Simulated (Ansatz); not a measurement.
# CH5AlOSi: small, medium and large basis sets

An exercise on one series of results from a longer session: the logs are not shown, and one member is left open.

The runs use Ansatz 0.2.0, Gaussian basis; one geometry, several basis sets.

Plan: PBE0-D4/def2-SVP; ωB97M-V/def2-SVP; PBE0-D4/def2-QZVPP; ωB97M-V/def2-QZVPP; the functionals' def2-TZVPP values are taken from earlier runs.

## The relaxed structure

An earlier PBE0-D4 in a triple-zeta def2 set relaxation fixed the geometry.

SMILES `[SiH3][Al]1[CH2][O]1`, 9 atoms, charge 0, spin multiplicity 1.

Atoms are counted from 1 here; the program's logs count them from 0.

Bond lengths: Si1–Al2 2.434 Å, Si1–H5 1.487 Å, Si1–H6 1.487 Å, Si1–H7 1.486 Å, Al2–C3 1.890 Å, Al2–O4 1.714 Å, C3–O4 1.475 Å, C3–H8 1.091 Å, C3–H9 1.091 Å. Angles: Al2–Si1–H5 109.3°, Al2–Si1–H6 109.3°, Al2–Si1–H7 111.3°, H5–Si1–H6 108.5°, H5–Si1–H7 109.2°, H6–Si1–H7 109.2°, Si1–Al2–C3 173.9°, Si1–Al2–O4 138.1°, C3–Al2–O4 48.0°, Al2–C3–O4 59.7°, Al2–C3–H8 123.3°, Al2–C3–H9 123.2°, O4–C3–H8 112.9°, O4–C3–H9 112.8°, H8–C3–H9 111.4°, Al2–O4–C3 72.3°.

The first run:

The input, in.yaml:

```yaml
crystal:
  periodic: [false, false, false]
  atoms:
    - {symbol: Si, position_ang: [-0.720450, 1.472409, -1.271468]}
    - {symbol: Al, position_ang: [0.124765, -0.254643, 0.221324]}
    - {symbol: C, position_ang: [0.613090, -1.571720, 1.486359]}
    - {symbol: O, position_ang: [1.506162, -1.260799, 0.354230]}
    - {symbol: H, position_ang: [-2.011426, 1.024321, -1.859030]}
    - {symbol: H, position_ang: [-0.961320, 2.718552, -0.495907]}
    - {symbol: H, position_ang: [0.243041, 1.756410, -2.366848]}
    - {symbol: H, position_ang: [0.236762, -2.595013, 1.460546]}
    - {symbol: H, position_ang: [1.057877, -1.335816, 2.453793]}
basis:
  gaussian: {orbitals: def2-SVP}
hamiltonian: {xc: pbe0, dispersion: d4}
output: {orbitals: {seedname: orbitals}}
```

Launch:

```
$ ansatz run in.yaml --threads 2 --pin off --events-out ev --progress --plain --max-ram 4352MiB
```

Among the steps run: PBE0-D4 in def2-SVP; ωB97M-V in def2-SVP; PBE0-D4 in def2-QZVPP; ωB97M-V in def2-QZVPP.

One of the session's tables, all rows but one given; the rest of the session is left out.

It belongs to the step «Density functionals: the series». 

| functional | basis | HOMO (eV) | LUMO (eV) |
| --- | --- | --- | --- |
| PBE0-D4 | def2-SVP | -6.27 | -1.49 |
| PBE0-D4 | def2-TZVPP | ? | ? |
| PBE0-D4 | def2-QZVPP | -6.33 | -1.64 |
| ωB97M-V | def2-SVP | -8.43 | 0.27 |
| ωB97M-V | def2-TZVPP | -8.48 | 0.07 |
| ωB97M-V | def2-QZVPP | -8.50 | -0.05 |

**Question.** Estimate the row for PBE0-D4, def2-TZVPP.

As computed: HOMO (eV): -6.30; LUMO (eV): -1.60. In the column «HOMO (eV)» it lies between PBE0-D4, def2-QZVPP (-6.33) and PBE0-D4, def2-SVP (-6.27).
